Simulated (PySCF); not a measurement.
# [Yb(NH2)4]−: structure and properties

Task: relax [Yb(NH2)4]−, compute its harmonic modes and analyse its electrons. It is a constructed species; whether it can be made isn't addressed.

Program: PySCF 2.14.0. Level of theory: PBE0, Yb lcecp-1-SVP with ECP59, N def2-SVP, H def2-SVP; scalar-relativistic core potentials, no spin–orbit coupling. These are calculated values, not measurements.

1 further run of the same task is left out (for a known fault of the program).

## 1. The starting structure

13 atoms, charge -1, spin multiplicity 1.

Bond lengths: Yb1–N2 2.212 Å, Yb1–N5 2.212 Å, Yb1–N8 2.212 Å, Yb1–N11 2.212 Å, N2–H3 1.018 Å, N2–H4 1.018 Å, N5–H6 1.018 Å, N5–H7 1.018 Å, N8–H9 1.018 Å, N8–H10 1.018 Å, N11–H12 1.018 Å, N11–H13 1.018 Å. Angles: N2–Yb1–N5 109.5°, N2–Yb1–N8 109.5°, N2–Yb1–N11 109.5°, N5–Yb1–N8 109.5°, N5–Yb1–N11 109.5°, N8–Yb1–N11 109.5°, Yb1–N2–H3 125.4°, Yb1–N2–H4 125.4°, H3–N2–H4 109.2°, Yb1–N5–H6 125.4°, Yb1–N5–H7 125.4°, H6–N5–H7 109.2°, Yb1–N8–H9 125.4°, Yb1–N8–H10 125.4°, H9–N8–H10 109.2°, Yb1–N11–H12 125.4°, Yb1–N11–H13 125.4°, H12–N11–H13 109.2°.

Coordinates:

```
Yb    0.00000    0.00000    0.00000
N     1.27700    1.27700    1.27700
H     1.61760    1.03070    2.20450
H     1.61760    2.20450    1.03070
N    -1.27700   -1.27700    1.27700
H    -1.61760   -1.03070    2.20450
H    -1.61760   -2.20450    1.03070
N     1.27700   -1.27700   -1.27700
H     1.61760   -2.20450   -1.03070
H     1.61760   -1.03070   -2.20450
N    -1.27700    1.27700   -1.27700
H    -1.61760    2.20450   -1.03070
H    -1.61760    1.03070   -2.20450
```

Formal oxidation states: Yb +3. Each metal's 13 4f electrons lie in its core potential, so multiplicities, spins and levels count the valence alone.

## 2. SCF at the start, singlet

File run.py (the lines that set the calculation):

```python
mol = gto.M(atom='''
Yb     0.00000     0.00000     0.00000
N      1.27700     1.27700     1.27700
H      1.61760     1.03070     2.20450
H      1.61760     2.20450     1.03070
N     -1.27700    -1.27700     1.27700
H     -1.61760    -1.03070     2.20450
H     -1.61760    -2.20450     1.03070
N      1.27700    -1.27700    -1.27700
H      1.61760    -2.20450    -1.03070
H      1.61760    -1.03070    -2.20450
N     -1.27700     1.27700    -1.27700
H     -1.61760     2.20450    -1.03070
H     -1.61760     1.03070    -2.20450''',
    basis={'Yb': 'lcecp-1-SVP', 'N': 'def2-SVP', 'H': 'def2-SVP'},
    ecp={'Yb': 'lcecp-1-SVP'},
    charge=-1, spin=0)
mf = dft.RKS(mol, xc='PBE0')
mf.grids.atom_grid = (50, 194)  # f atoms: unpruned, at least (60, 302)
mf = mf.density_fit()  # fitting sets: Yb AutoAux, N def2-universal-JKFIT, H def2-universal-JKFIT
mf.conv_tol = 1e-08; mf.max_cycle = 55
mf.kernel(dm0)  # dm0: free metal ions and neutral atoms
```

The run is started by

```console
> OMP_NUM_THREADS=2 python run.py
```

What it wrote:

```text
init E= -269.240104621253
  HOMO = 0.000914698579543567  LUMO = 0.127856767582955  gap/eV = 3.45427
cycle= 1 E= -262.719721855193  delta_E= 6.52  |g|= 0.977  |ddm|= 3.76
  HOMO = -0.117559897667579  LUMO = 0.150805548970663  gap/eV = 7.30260
cycle= 2 E= -262.583420210991  delta_E= 0.136  |g|= 1.25  |ddm|= 1.81
  HOMO = -0.0149404231532402  LUMO = 0.163191747328872  gap/eV = 4.84722
cycle= 3 E= -262.938425836267  delta_E= -0.355  |g|= 0.143  |ddm|= 1.06
  HOMO = -0.0343626608735938  LUMO = 0.155471924834709  gap/eV = 5.16566
cycle= 4 E= -262.943550815273  delta_E= -0.00512  |g|= 0.025  |ddm|= 0.255
  HOMO = -0.0324247400165836  LUMO = 0.156462372061801  gap/eV = 5.13988
cycle= 5 E= -262.943733062224  delta_E= -0.000182  |g|= 0.00158  |ddm|= 0.0478
  HOMO = -0.0325320981782026  LUMO = 0.156448967299557  gap/eV = 5.14244
cycle= 6 E= -262.943733811533  delta_E= -7.49e-07  |g|= 0.000271  |ddm|= 0.00373
  HOMO = -0.0325148133802708  LUMO = 0.156459638609814  gap/eV = 5.14226
cycle= 7 E= -262.943733830163  delta_E= -1.86e-08  |g|= 8.04e-05  |ddm|= 0.000382
  HOMO = -0.0325142324100891  LUMO = 0.156459102272505  gap/eV = 5.14223
cycle= 8 E= -262.943733832134  delta_E= -1.97e-09  |g|= 4.16e-06  |ddm|= 0.000133
  HOMO = -0.0325133648770791  LUMO = 0.156459446749258  gap/eV = 5.14221
Extra cycle  E= -262.943733832135  delta_E= -6.82e-13  |g|= 4.71e-06  |ddm|= 8.27e-06
converged SCF energy = -262.943733832135
```

Wall time 4.6 s (2 threads of Intel Xeon 6975P-C (Granite Rapids), shared host); peak memory 0.8 GiB.

Result: E = -262.943734 Eh, HOMO -0.88 eV, LUMO 4.26 eV, Mulliken charge on Yb1 +0.65 e. 

## 3. Relaxation, singlet

Steps are kept in the start's point group, D2d.

Changes to run.py (the lines that set the calculation) since step 2:

```diff
@@ -21,2 +21,3 @@
 mf.conv_tol = 1e-08; mf.max_cycle = 55
-mf.kernel(dm0)  # dm0: free metal ions and neutral atoms
+mf.kernel(dm0)  # dm0: an SCF of this state at this start
+# quasi-Newton relaxation in Cartesian coordinates to a largest gradient under 0.00045 Eh/bohr, steps kept in the point group
```

The run is started by

```console
> OMP_NUM_THREADS=2 python run.py
```

No log is kept here; the results follow.

Wall time 74 s (2 threads of Intel Xeon 6975P-C (Granite Rapids), shared host).

The steps of the relaxation:

```
step  energy from step 1 (eV)  largest force component (eV/Å)
   1                   0.0000                          0.4704
   2                  -0.0775                          0.1714
   3                  -0.0931                          0.3093
   4                  -0.1074                          0.0973
   5                  -0.1142                          0.0858
   6                  -0.1302                          0.0675
   7                  -0.1357                          0.0743
   8                  -0.1407                          0.0358
   9                  -0.1424                          0.0399
  10                  -0.1427                          0.0195
  11                  -0.1428                          0.0065
```

Close pairs (by a distance rule), those that changed most:

```
   bond  before (Å)  after (Å)  change (Å)
  N2–H3       1.018      1.020      +0.002
  N2–H4       1.018      1.020      +0.002
  N5–H6       1.018      1.020      +0.002
  N5–H7       1.018      1.020      +0.002
  N8–H9       1.018      1.020      +0.002
 N8–H10       1.018      1.020      +0.002
N11–H12       1.018      1.020      +0.002
N11–H13       1.018      1.020      +0.002
```

It ends in D2d at E = -262.948980 Eh.

```xyz
13

Yb    0.0000    0.0000    0.0000
N     1.0668    1.3697    1.3697
H     1.4476    1.1394    2.2878
H     1.4476    2.2878    1.1394
N    -1.0668   -1.3697    1.3697
H    -1.4476   -1.1394    2.2878
H    -1.4476   -2.2878    1.1394
N     1.0668   -1.3697   -1.3697
H     1.4476   -2.2878   -1.1394
H     1.4476   -1.1394   -2.2878
N    -1.0668    1.3697   -1.3697
H    -1.4476    2.2878   -1.1394
H    -1.4476    1.1394   -2.2878
```

## 4. Frequencies and infrared intensities

File run.py (the lines that set the calculation):

```python
mol = gto.M(atom='''
Yb     0.00000     0.00000     0.00000
N      1.06677     1.36974     1.36974
H      1.44762     1.13941     2.28780
H      1.44762     2.28780     1.13941
N     -1.06677    -1.36974     1.36974
H     -1.44762    -1.13941     2.28780
H     -1.44762    -2.28780     1.13941
N      1.06677    -1.36974    -1.36974
H      1.44762    -2.28780    -1.13941
H      1.44762    -1.13941    -2.28780
N     -1.06677     1.36974    -1.36974
H     -1.44762     2.28780    -1.13941
H     -1.44762     1.13941    -2.28780''',
    basis={'Yb': 'lcecp-1-SVP', 'N': 'def2-SVP', 'H': 'def2-SVP'},
    ecp={'Yb': 'lcecp-1-SVP'},
    charge=-1, spin=0)
mf = dft.RKS(mol, xc='PBE0')
mf.grids.atom_grid = (50, 194)  # f atoms: unpruned, at least (60, 302)
mf = mf.density_fit()  # fitting sets: Yb AutoAux, N def2-universal-JKFIT, H def2-universal-JKFIT
mf.conv_tol = 1e-10; mf.max_cycle = 55
mf.kernel(dm0)  # dm0: the density of the relaxed state
# Hessian and dipole derivatives by central differences of gradients, 0.02 bohr
```

The run is started by

```console
> OMP_NUM_THREADS=2 python run.py
```

No log is kept here; the results follow.

It took 83 s on 2 threads of Intel Xeon 6975P-C (Granite Rapids), shared host.

Point group D2d; negative numbers are unstable modes, and those under 60 cm⁻¹ are near the numerical noise:

```csv
cm⁻¹,km/mol,symmetry
-56,0.0,a2
100,0.0,b1
102,0.0,a1
105,0.1,b2
106,5.4,e
106,5.4,e
154,12.6,e
154,12.6,e
240,0.0,b1
310,0.0,a2
318,105.1,e
318,105.1,e
352,285.3,b2
354,0.0,a1
375,58.2,e
375,58.2,e
401,0.0,b1
467,194.2,e
467,194.2,e
467,120.5,b2
495,0.0,a1
1512,28.6,b2
1513,12.7,e
1513,12.7,e
1518,0.0,a1
3524,7.0,b2
3524,8.0,e
3524,8.0,e
3526,0.0,a1
3609,0.0,a2
3610,0.0,b1
3610,7.4,e
3610,7.4,e
```

## 5. Displaced along the imaginary mode

Steps are kept in the start's point group, S4.

File run.py (the lines that set the calculation):

```python
mol = gto.M(atom='''
Yb     0.00000     0.00000     0.00000
N      1.06677     1.36689     1.37259
H      1.67636     1.11445     2.19006
H      1.21887     2.38554     1.16438
N     -1.06677    -1.37259     1.36689
H     -1.21887    -1.16438     2.38554
H     -1.67636    -2.19006     1.11445
N      1.06677    -1.36689    -1.37259
H      1.21887    -2.38554    -1.16438
H      1.67636    -1.11445    -2.19006
N     -1.06677     1.37259    -1.36689
H     -1.67636     2.19006    -1.11445
H     -1.21887     1.16438    -2.38554''',
    basis={'Yb': 'lcecp-1-SVP', 'N': 'def2-SVP', 'H': 'def2-SVP'},
    ecp={'Yb': 'lcecp-1-SVP'},
    charge=-1, spin=0)
mf = dft.RKS(mol, xc='PBE0')
mf.grids.atom_grid = (50, 194)  # f atoms: unpruned, at least (60, 302)
mf = mf.density_fit()  # fitting sets: Yb AutoAux, N def2-universal-JKFIT, H def2-universal-JKFIT
mf.conv_tol = 1e-08; mf.max_cycle = 55
mf.kernel(dm0)  # dm0: an SCF of this state at this start
# quasi-Newton relaxation in Cartesian coordinates to a largest gradient under 0.00045 Eh/bohr, steps kept in the point group
```

The run is started by

```console
> OMP_NUM_THREADS=2 python run.py
```

The driver keeps no SCF log for this step, only its results.

Wall time 3.2 min (2 threads of Intel Xeon 6975P-C (Granite Rapids), shared host).

Step by step:

| step | energy from step 1 (eV) | largest force component (eV/Å) |
| --- | --- | --- |
| 1 | 0.0000 | 1.1998 |
| 2 | -0.1726 | 0.0800 |
| 3 | -0.1747 | 0.0376 |
| 4 | -0.1759 | 0.0180 |
| 5 | -0.1764 | 0.0195 |
| 6 | -0.1781 | 0.0435 |
| 7 | -0.1810 | 0.0567 |
| 8 | -0.1810 | 0.2816 |
| 9 | -0.1862 | 0.0581 |
| 10 | -0.1893 | 0.0491 |
| 11 | -0.1947 | 0.0842 |
| 12 | -0.1991 | 0.1295 |
| 13 | -0.2046 | 0.0854 |
| 14 | -0.2118 | 0.1677 |
| 15 | -0.2251 | 0.2043 |
| 16 | -0.2327 | 0.0458 |
| 17 | -0.2348 | 0.1704 |
| 18 | -0.2364 | 0.1258 |
| 19 | -0.2375 | 0.0294 |
| 20 | -0.2385 | 0.0672 |
| 21 | -0.2391 | 0.0618 |
| 22 | -0.2396 | 0.0250 |
| 23 | -0.2398 | 0.0189 |
| 24 | -0.2396 | 0.0993 |
| 25 | -0.2398 | 0.0711 |
| 26 | -0.2401 | 0.0593 |
| 27 | -0.2401 | 0.0458 |
| 28 | -0.2403 | 0.0134 |
| 29 | -0.2403 | 0.0108 |

Distances of close pairs at the start and the end, largest changes first:

```
   bond  before (Å)  after (Å)  change (Å)
  N5–H6       1.051      1.019      -0.032
N11–H13       1.051      1.019      -0.032
  N2–H4       1.051      1.019      -0.032
  N8–H9       1.051      1.019      -0.032
  N5–H7       1.051      1.020      -0.030
N11–H12       1.051      1.020      -0.030
  N2–H3       1.051      1.020      -0.030
 N8–H10       1.051      1.020      -0.030
```

It ends in S4 at E = -262.951392 Eh.

```xyz
13
charge -1, multiplicity 1
Yb    0.00003    0.00000    0.00000
N     1.33431    1.30704    1.17423
H     2.20634    0.99596    1.60334
H     1.26653    2.30432    1.37357
N    -1.33418   -1.17426    1.30708
H    -1.26684   -1.37331    2.30421
H    -2.20617   -1.60340    0.99608
N     1.33431   -1.30704   -1.17423
H     1.26653   -2.30432   -1.37357
H     2.20634   -0.99596   -1.60334
N    -1.33418    1.17426   -1.30708
H    -2.20617    1.60340   -0.99608
H    -1.26684    1.37331   -2.30421
```

## 6. Properties on a finer grid

File run.py (the lines that set the calculation):

```python
mol = gto.M(atom='''
Yb     0.00003     0.00000     0.00000
N      1.33431     1.30704     1.17423
H      2.20634     0.99596     1.60334
H      1.26653     2.30432     1.37357
N     -1.33418    -1.17426     1.30708
H     -1.26684    -1.37331     2.30421
H     -2.20617    -1.60340     0.99608
N      1.33431    -1.30704    -1.17423
H      1.26653    -2.30432    -1.37357
H      2.20634    -0.99596    -1.60334
N     -1.33418     1.17426    -1.30708
H     -2.20617     1.60340    -0.99608
H     -1.26684     1.37331    -2.30421''',
    basis={'Yb': 'lcecp-1-SVP', 'N': 'def2-SVP', 'H': 'def2-SVP'},
    ecp={'Yb': 'lcecp-1-SVP'},
    charge=-1, spin=0)
mf = dft.RKS(mol, xc='PBE0')
mf.grids.atom_grid = (75, 302)  # f atoms: unpruned, at least (60, 302)
mf = mf.density_fit()  # fitting sets: Yb AutoAux, N def2-universal-JKFIT, H def2-universal-JKFIT
mf.conv_tol = 1e-09; mf.max_cycle = 55
mf.kernel(dm0)  # dm0: the density of the relaxed state
```

The run is started by

```console
> OMP_NUM_THREADS=2 python run.py
```

What it wrote:

```text
init E= -262.951413577524
  HOMO = -0.0414839619562846  LUMO = 0.157064876849875  gap/eV = 5.40279
cycle= 1 E= -262.951413579769  delta_E= -2.24e-09  |g|= 3.41e-05  |ddm|= 0.000225
  HOMO = -0.0414846550574489  LUMO = 0.157064167698024  gap/eV = 5.40279
cycle= 2 E= -262.951413579371  delta_E= 3.97e-10  |g|= 5.49e-05  |ddm|= 8.09e-05
  HOMO = -0.0414855632514855  LUMO = 0.157064338278722  gap/eV = 5.40282
cycle= 3 E= -262.951413580067  delta_E= -6.96e-10  |g|= 1.42e-06  |ddm|= 4.71e-05
  HOMO = -0.0414855007424581  LUMO = 0.157064300104018  gap/eV = 5.40282
Extra cycle  E= -262.951413580067  delta_E= 1.14e-13  |g|= 1.77e-06  |ddm|= 4.54e-06
converged SCF energy = -262.951413580067
```

Run time: 29 s. Hardware: 2 threads of Intel Xeon 6975P-C (Granite Rapids), shared host.

Result: E = -262.951414 Eh, HOMO -1.13 eV, LUMO 4.27 eV, Mulliken charge on Yb1 +0.59 e, largest force component 0.011 eV/Å. 

Löwdin charges:

Yb1 0.09; N2 -0.35; H3 0.04; H4 0.04; N5 -0.35; H6 0.04; H7 0.04; N8 -0.35; H9 0.04; H10 0.04; N11 -0.35; H12 0.04; H13 0.04

Mulliken charges: Yb1 +0.59, N2 -0.54, H3 +0.07, H4 +0.07, N5 -0.54, H6 +0.07, H7 +0.07, N8 -0.54, H9 +0.07, H10 +0.07, N11 -0.54, H12 +0.07, H13 +0.07 e.

Contacts (the nearest donor of each ligand) and Mayer bond orders:

| contact | distance (Å) | bond order |
| --- | --- | --- |
| Yb1–N2 (NH2) | 2.206 | 0.99 |
| Yb1–N5 (NH2) | 2.206 | 0.99 |
| Yb1–N8 (NH2) | 2.206 | 0.99 |
| Yb1–N11 (NH2) | 2.206 | 0.99 |

Mulliken populations of Yb1 outside the core potential: s 2.33, p 6.56, d 1.47, f 0.04.

Orbitals, density, ELF and potential are computed afterwards from the orbital file.

Frontier orbitals at PBE0, with the share of their density that lies nearest to each atom:

```csv
orbital,energy (eV),lies on
HOMO,-1.13,4 N atoms about 19 % each
LUMO,4.27,8 H atoms about 10 % each
```

ELF in a plane through or near 4 of the atoms.

Ten even steps from '0' (0.00) to '9' (0.99):
```
0000000000000000000000000000
0000000000000000000000000000
0000000000000000000000000000
0000000000000000100000000000
0000000000000244432255410000
0000000000000467766799850000
0000000111000379977999960000
0000001233100027866898730000
0000000122125663244321000000
0000000000058438500000000000
0000000000058548401100000000
0000000000026762376521000000
0000000000000127866888620000
0000000000000368855999850000
0000000000000357776788740000
0000000000000124442233210000
0000000000000000100000000000
0000000000000000000000000000
0000000000000000000000000000
0000000000000000000000000000
```
The map spans 9.6 Å across and 10.1 Å up, centred on the molecule. Atoms in the plane (x, y in Å): Yb1 (0.0, 0.0), H3 (2.2, 1.9), N8 (1.3, -1.7), H10 (2.2, -1.9).

On the surface of density 0.002 e/bohr³ the electrostatic potential runs, from the 1st to the 99th percentile, from -5.55 V near N8 to -2.97 V near H3.

## 7. Outcome

| quantity | value |
| --- | --- |
| state and point group | singlet in the valence, S4 |
| first geometry: modes | -56 to 3610 cm⁻¹, 1 unstable |
| first geometry: strongest infrared band (modes within 1.5 cm⁻¹ summed) | 467 cm⁻¹ (509 km/mol) |
| metal–ligand contacts | 2.21 Å |
| frontier levels | HOMO -1.13 eV, LUMO 4.27 eV |
| dipole about the centre of mass | 0.00 D |
| mean polarisability | 11.0 Å³ |

In words: At the first geometry 1 mode is unstable, within the noise, so a saddle point isn't shown; the molecule was then pushed along the lowest one and relaxed again. The metal carries +0.09 e by Löwdin's partition against a formal +3, and bond orders to the nearest donors reach 0.99. Both measures hang on the basis. Leaving the first, D2d structure gained 0.07 eV and gave S4. No vibrations are shown for the final structure, so this session doesn't show it to be a minimum. One start shape was tried, so another isomer may lie lower. These are double-zeta-type bases without diffuse functions. Spin–orbit coupling is left out.
